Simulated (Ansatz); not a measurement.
# V: pressure against volume

The task here is to estimate one member of a computed series from the others.

Method: DFT PBEsol, scalar-relativistic, in Ansatz 0.2.0.

### The system as given

It takes space group Im-3m (No. 229, cubic). The conventional cell has a = 3.026 Å, b = 3.026 Å, c = 3.026 Å, α = 90.00°, β = 90.00°, γ = 90.00°. Around V (site symmetry m-3m) lie 8 V at 2.62 Å.

Coordinates:

```
V
1.0
    -1.51300    1.51300    1.51300
     1.51300   -1.51300    1.51300
     1.51300    1.51300   -1.51300
V
1
Cartesian
  0.0000 0.0000 0.0000
```

Set-up of the first run:

The input, input.yaml:

```yaml
crystal:
  lattice:
    - [-1.4821137825, 1.4821137825, 1.4821137825]
    - [1.4821137825, -1.4821137825, 1.4821137825]
    - [1.4821137825, 1.4821137825, -1.4821137825]
  atoms:
    - { symbol: V, position: [0.0, 0.0, 0.0], spin: 1.5 }
magnetization:
  spin_polarized: true
kpoints:
  mp_grid: { grid: [19, 19, 19] }
  band_path:
    path:
      - [0.0, 0.0, 0.0]
      - [0.5, -0.5, 0.5]
      - [0.0, 0.0, 0.5]
      - [0.0, 0.0, 0.0]
      - [0.25, 0.25, 0.25]
      - [0.5, -0.5, 0.5]
      - [0.25, 0.25, 0.25]
      - [0.0, 0.0, 0.5]
    npoints: 5
scf:
  occupations: { method: fermi_dirac, width: 0.03 }
hamiltonian:
  xc: pbesol
  pseudopotentials: { kind: all_electron, lapw: { basis_error: 0.001 } }
output:
  forces: true
  stress: true
  eigenvalues: true
```

Started as:

```bash
$ ansatz run input.yaml --threads 1 --pin off --max-ram 3072MiB --backend cpu --events-out ev --progress --plain --runs-dir out
```

Among the steps run: Volume × 0.94, LAPW; Volume × 0.94, PAW; Volume × 0.94, crystal datasets; Volume × 0.98, LAPW; Volume × 0.98, PAW; Volume × 0.98, crystal datasets; Volume × 1.01, LAPW; Volume × 1.01, PAW; Volume × 1.01, crystal datasets; Volume × 1.04, LAPW; Volume × 1.04, PAW; Volume × 1.04, crystal datasets.

One table of the session follows, with a row left open; its other results are not shown here.

It belongs to the step «The equation of state». 

| method | volume (Å³/atom) | pressure (GPa) |
| --- | --- | --- |
| LAPW | 13.023 | -1.32 |
| LAPW | 13.577 | -8.69 |
| LAPW | 13.993 | -13.30 |
| LAPW | 14.408 | -17.25 |
| PAW | 13.023 | -1.27 |
| PAW | 13.577 | ? |
| PAW | 13.993 | -13.27 |
| PAW | 14.408 | -17.23 |
| crystal datasets | 13.023 | -1.32 |
| crystal datasets | 13.577 | -8.69 |
| crystal datasets | 13.993 | -13.30 |
| crystal datasets | 14.408 | -17.25 |

Estimate the missing values for PAW, 13.577.

**Answer.** pressure (GPa): -8.65. In the column «pressure (GPa)» it lies between crystal datasets, 13.577 (-8.69) and LAPW, 13.023 (-1.32).

To keep in mind: Warnings in the runs' records: seeded moment not kept, crystal datasets made.
